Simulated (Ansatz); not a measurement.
**ClH2InS (SMILES [SH][InH][Cl]): one structure at several levels**

The task here is to estimate one member of a computed series from the others.

Program: Ansatz 0.2.0, Gaussian basis. Level of theory: single points in def2-TZVPP. These are calculated values, not measurements.

Cores are frozen in the correlated methods. Filled d shells of the heavier atoms are correlated. Core potentials replace the inner electrons past krypton, and spin-orbit coupling is left out.

### The starting structure

5 atoms, charge 0, spin multiplicity 1.

Atoms are counted from 1 here; the program's logs count them from 0.

Bond lengths: S1–In2 2.307 Å, S1–H4 1.221 Å, In2–Cl3 2.333 Å, In2–H5 1.872 Å. Angles: In2–S1–H4 89.7°, S1–In2–Cl3 109.1°, S1–In2–H5 120.5°, Cl3–In2–H5 130.4°.

Geometry (Å):

```
S    -0.95690   -1.12210    0.97660
In    0.63980   -0.13140   -0.36100
Cl    0.16100    2.14320   -0.56340
H    -1.55240   -0.05840    1.04260
H     2.06450   -1.13670   -1.04090
```

The first run:

run/in.yaml

```yaml
crystal:
  periodic: [false, false, false]
  atoms:
    - {symbol: S, position_ang: [-0.956900, -1.122100, 0.976600]}
    - {symbol: In, position_ang: [0.639800, -0.131400, -0.361000]}
    - {symbol: Cl, position_ang: [0.161000, 2.143200, -0.563400]}
    - {symbol: H, position_ang: [-1.552400, -0.058400, 1.042600]}
    - {symbol: H, position_ang: [2.064500, -1.136700, -1.040900]}
basis:
  gaussian: {orbitals: def2-TZVPP}
correlation: {method: ccsd_t}
output: {forces: true}
```

The command line of these runs was not kept.

Among the steps run: CCSD(T)/def2-TZVPP; PBE0-D4/def2-TZVPP; wB97M-V/def2-TZVPP; r2SCAN-D4/def2-TZVPP; PBE-D4/def2-TZVPP; LC-wPBE/def2-TZVPP; BLYP-D4/def2-TZVPP.

One table of the session follows, with a row left open; its other results are not shown here.

```
   method  RMS force component (eV/Å)  angle to CCSD(T) forces (°)  dipole (D)
  CCSD(T)                       1.755                    reference        1.35
  PBE0-D4                       1.779                          1.4        1.34
  wB97M-V                       1.748                          1.6        1.35
r2SCAN-D4                           ?                            ?           ?
   PBE-D4                       1.862                          4.1        1.22
  LC-wPBE                       1.747                          5.6        1.40
  BLYP-D4                       1.858                          7.3        1.19
```

Estimate the missing values for r2SCAN-D4.

**Answer.** RMS force component (eV/Å): 1.781; angle to CCSD(T) forces (°): 1.1; dipole (D): 1.31. In the column «RMS force component (eV/Å)» it lies between PBE0-D4 (1.779) and BLYP-D4 (1.858).
